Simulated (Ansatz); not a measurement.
# LiSi12O24: the cost of one run

Method: DFT PBE, plane waves, PAW, scalar-relativistic, no spin polarisation, in Ansatz 0.2.0.

The COD cell was measured well above room temperature, so it is larger than a cold one.

## Step 1: Starting point

The cell holds 37 atoms (LiO24Si12): a = 7.323 Å, b = 7.323 Å, c = 9.859 Å, α = 70.33°, β = 70.33°, γ = 71.32°.

The coordinates stand in the first input below.

## Step 2: Preparing the start

The input, input.yaml:

```yaml
accuracy: low
crystal:
  lattice:
    - [-2.46485, 4.269245, 5.4151]
    - [4.9297, 0.0, 5.4151]
    - [4.9297, 8.538491, 0.0]
  atoms:
    - { symbol: Si, position: [0.0971833, 0.5694833, 0.9514083] }
    - { symbol: Si, position: [0.4028167, 0.9305167, 0.0347417] }
    - { symbol: Si, position: [0.0, 0.0, 0.26385] }
    - { symbol: O, position: [0.3189833, 0.4700832, 0.9720084] }
    - { symbol: O, position: [0.1810168, 0.0299167, 0.1165416] }
    - { symbol: O, position: [0.9349166, 0.5208166, 0.1080917] }
    - { symbol: O, position: [0.5703001, 0.3073001, 0.1393] }
    - { symbol: O, position: [0.9296999, 0.1926999, 0.3281] }
    - { symbol: O, position: [0.5650834, 0.9791834, 0.0859583] }
    - { symbol: Si, position: [0.0971833, 0.5694833, 0.4514083] }
    - { symbol: Si, position: [0.4028167, 0.9305167, 0.5347417] }
    - { symbol: Si, position: [0.0, 0.0, 0.76385] }
    - { symbol: O, position: [0.3189833, 0.4700832, 0.4720084] }
    - { symbol: O, position: [0.1810168, 0.0299167, 0.6165416] }
    - { symbol: O, position: [0.9349166, 0.5208166, 0.6080917] }
    - { symbol: O, position: [0.5703001, 0.3073001, 0.6393] }
    - { symbol: O, position: [0.9296999, 0.1926999, 0.8281] }
    - { symbol: O, position: [0.5650834, 0.9791834, 0.5859583] }
    - { symbol: Si, position: [0.5971833, 0.0694833, 0.2014083] }
    - { symbol: Si, position: [0.9028167, 0.4305167, 0.2847417] }
    - { symbol: Si, position: [0.5, 0.5, 0.51385] }
    - { symbol: O, position: [0.8189833, 0.9700832, 0.2220084] }
    - { symbol: O, position: [0.6810168, 0.5299167, 0.3665416] }
    - { symbol: O, position: [0.4349166, 0.0208166, 0.3580917] }
    - { symbol: O, position: [0.0703001, 0.8073001, 0.3893] }
    - { symbol: O, position: [0.4296999, 0.6926999, 0.5781] }
    - { symbol: O, position: [0.0650834, 0.4791834, 0.3359583] }
    - { symbol: Si, position: [0.5971833, 0.0694833, 0.7014083] }
    - { symbol: Si, position: [0.9028167, 0.4305167, 0.7847417] }
    - { symbol: Si, position: [0.5, 0.5, 0.01385] }
    - { symbol: O, position: [0.8189833, 0.9700832, 0.7220084] }
    - { symbol: O, position: [0.6810168, 0.5299167, 0.8665416] }
    - { symbol: O, position: [0.4349166, 0.0208166, 0.8580917] }
    - { symbol: O, position: [0.0703001, 0.8073001, 0.8893] }
    - { symbol: O, position: [0.4296999, 0.6926999, 0.0781] }
    - { symbol: O, position: [0.0650834, 0.4791834, 0.8359583] }
    - { symbol: Li, position: [0.3559304, 0.7539456, 0.8817555] }
total_charge: 1
basis:
  ecutwfc: 420.0
kpoints:
  mp_grid: { grid: [1, 1, 1] }
hamiltonian:
  xc: pbe
  pseudopotentials: { kind: paw, azcp: { folder: soft_1 } }
scf:
  occupations: { method: fermi_dirac, width: 0.02 }
  lower_state_search: "off"
relax:
  f_tol: 0.08
  max_steps: 25
  adjacent_minimum: "off"
```

Started as:

```
ansatz run input.yaml --threads 1 --pin off --max-ram 3072MiB --backend cpu --events-out ev --progress --plain --runs-dir out
```

What time and memory should one allow on 1 thread of Arm Neoverse V2, shared host?

About 77 s, with a peak of 0.5 GiB.
